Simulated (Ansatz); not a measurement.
**ClFGaH (SMILES [F][GaH][Cl]): a rigid scan of the bond length F1–Ga2**

The task here is to estimate one member of a computed series from the others.

The runs use Ansatz 0.2.0, Gaussian basis; single points in def2-TZVPP.

Levels: PBE-D4, r2SCAN-D4, PBE0-D4, B3LYP-D4, wB97M-V, Hartree-Fock, MP2, CCSD, CCSD(T). The scan takes 1.430, 1.504, 1.611, 1.737, 1.876, 2.027, 2.186, 2.354, 2.529 Å.

Cores are frozen in the correlated methods. Filled d shells of the heavier atoms are correlated. B3LYP uses VWN-RPA correlation.

19 further runs of the same task are left out: 19 set aside as unsound or not needed.

### Where the work starts

The minimum, relaxed at PBE0-D4: SMILES `[F][GaH][Cl]`, 4 atoms, charge 0, spin multiplicity 1.

Atoms are counted from 1 here; the program's logs count them from 0.

Bond lengths: F1–Ga2 1.744 Å, Ga2–Cl3 2.122 Å, Ga2–H4 1.541 Å. Angles: F1–Ga2–Cl3 113.4°, F1–Ga2–H4 120.8°, Cl3–Ga2–H4 125.8°.

As a file:

```xyz
4

F    -1.6868    0.0404    0.2663
Ga    0.0242    0.1336   -0.0590
Cl    1.0662   -1.6589    0.3917
H     0.6520    1.4246   -0.6194
```

Energies of the minimum (eV), from earlier single points: PBE-D4 -67622.37984, r2SCAN-D4 -67635.83127, PBE0-D4 -67624.43056, B3LYP-D4 -67639.91524, wB97M-V -67633.88353, CCSD(T) -67582.96217.

At the minimum the bond length F1–Ga2 is 1.744 Å.

The first run:

File ccsdt-tzvpp/in.yaml:

```yaml
crystal:
  periodic: [false, false, false]
  atoms:
    - {symbol: F, position_ang: [-1.686783, 0.040401, 0.266348]}
    - {symbol: Ga, position_ang: [-0.283961, 0.116823, -0.000393]}
    - {symbol: Cl, position_ang: [0.758127, -1.675675, 0.450302]}
    - {symbol: H, position_ang: [0.343851, 1.407794, -0.560792]}
basis:
  gaussian: {orbitals: def2-TZVPP}
correlation: {method: ccsd_t}
```

No record of the launch command was kept for these runs.

Steps of the session up to this table: F1–Ga2 = 1.430 Å; F1–Ga2 = 1.504 Å; F1–Ga2 = 1.611 Å; F1–Ga2 = 1.737 Å; F1–Ga2 = 1.876 Å; F1–Ga2 = 2.027 Å; F1–Ga2 = 2.186 Å; F1–Ga2 = 2.354 Å; F1–Ga2 = 2.529 Å.

One table of the session follows, with a row left open; its other results are not shown here.

It belongs to the step «The curves». Energies less that of the minimum at the same level (kJ/mol):

| bond length (Å) | PBE-D4 | PBE0-D4 | B3LYP-D4 | wB97M-V | Hartree-Fock |
| --- | --- | --- | --- | --- | --- |
| 1.430 | 256.2 | 239.1 | 250.3 | 244.8 | 233.5 |
| 1.504 | 132.2 | 118.9 | 127.0 | 122.7 | 112.3 |
| 1.611 | 36.8 | 29.4 | 33.5 | 31.0 | 24.4 |
| 1.737 | 0.5 | 0.1 | 0.3 | 0.1 | -0.3 |
| 1.744 (minimum) | 0.0 | 0.0 | 0.0 | 0.0 | 0.0 |
| 1.876 | 10.9 | 17.9 | 14.5 | 17.3 | 24.5 |
| 2.027 | 50.4 | 64.8 | 58.1 | 64.2 | 79.4 |
| 2.186 | ? | ? | ? | ? | ? |
| 2.354 | 162.3 | 190.4 | 177.9 | 192.5 | 221.8 |
| 2.529 | 219.7 | 254.1 | 239.1 | 258.7 | 293.7 |

Estimate the missing values for bond length (Å) = 2.186.

Worked estimate for «PBE-D4». A straight line through the neighbours (2.027, 50.4) and (2.354, 162.3) gives 50.4 + (162.3 − 50.4) × (2.186 − 2.027) / (2.354 − 2.027) = 104.8; a parabola fitted to 4 rows on both sides gives 103.5.

As computed: PBE-D4: 103.9; PBE0-D4: 125.3; B3LYP-D4: 115.5; wB97M-V: 125.7; Hartree-Fock: 148.3. In «PBE-D4» the line misses by +0.9 and the parabola by -0.4.

Limits of these values: A polynomial through the near points puts the CCSD(T) minimum 0.002 Å below the PBE0-D4 value.
